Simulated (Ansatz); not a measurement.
This script makes an atomisation energy of Cl2In, SMILES [Cl][In][Cl] with the Ansatz DFT code, driven from Python.

Contents of `cl2in.xyz`:
```text
3

Cl    1.42890    1.08430    0.89120
In   -0.49620    0.47640   -0.21690
Cl   -0.94370   -1.62550   -0.68750
```

`cl2in.py`:
```python
"""Atomisation energy of Cl2In at the given geometry."""

from collections import Counter

import ansatz as az

BASIS_SET = "x2c-TZVPPall"
XC = "R2SCAN0"


def total_energy(molecule, charge=0, unpaired=0):
    calc = molecule.calculation().basis(gaussian=BASIS_SET).functional(XC)
    if charge:
        calc = calc.charge(charge)
    if unpaired:
        calc = calc.spin("collinear", total=unpaired)
    return calc.run(threads=1, pin="off").report["free_energy_ev"]

cl2in = az.Crystal.molecule_from_extxyz("cl2in.xyz")

# unpaired electrons of the ground-state atoms
unpaired = {"Cl": 1, "In": 1}
counts = Counter(site.symbol for site in cl2in.cartesian_sites)
atom_energy = {s: total_energy(az.Crystal.molecule().atom(s, (0, 0, 0)), 0, unpaired[s]) for s in counts}
whole = total_energy(cl2in, 0, 1)
for s, e in atom_energy.items():
    print(f"{s:2s} x{counts[s]}  {e:14.5f} eV")
print(f"Cl2In: {whole:.5f} eV")
split = sum(counts[s] * e for s, e in atom_energy.items()) - whole
print(f"atomisation energy (no zero-point term): {23.060548 * split:.1f} kcal/mol, {split / sum(counts.values()):.3f} eV an atom")
```

What does it cost to take this molecule apart into atoms?

147.5 kcal/mol from the electronic energies, without the zero-point term.

What the script printed:

```console
$ python cl2in.py
Cl x2    -12558.96505 eV
In x1   -160030.79160 eV
Cl2In: -185155.11813 eV
atomisation energy (no zero-point term): 147.5 kcal/mol, 2.132 eV an atom
```

What to keep in mind:
- Total energies depend on the basis set; only differences at equal settings carry meaning.
- The geometry is a force-field or estimated start, not a minimum of this method, and the basis set is short of its limit. All parts are taken at fixed geometry, without zero-point energy.
- The species is open-shell (spin multiplicity 2).
- The spin-orbit lowering of heavy atoms is left out.
- Finished in 16 s on 1 thread of Intel(R) Xeon(R) Platinum 8488C (Sapphire Rapids) (shared host), peak memory 0.57 GiB.
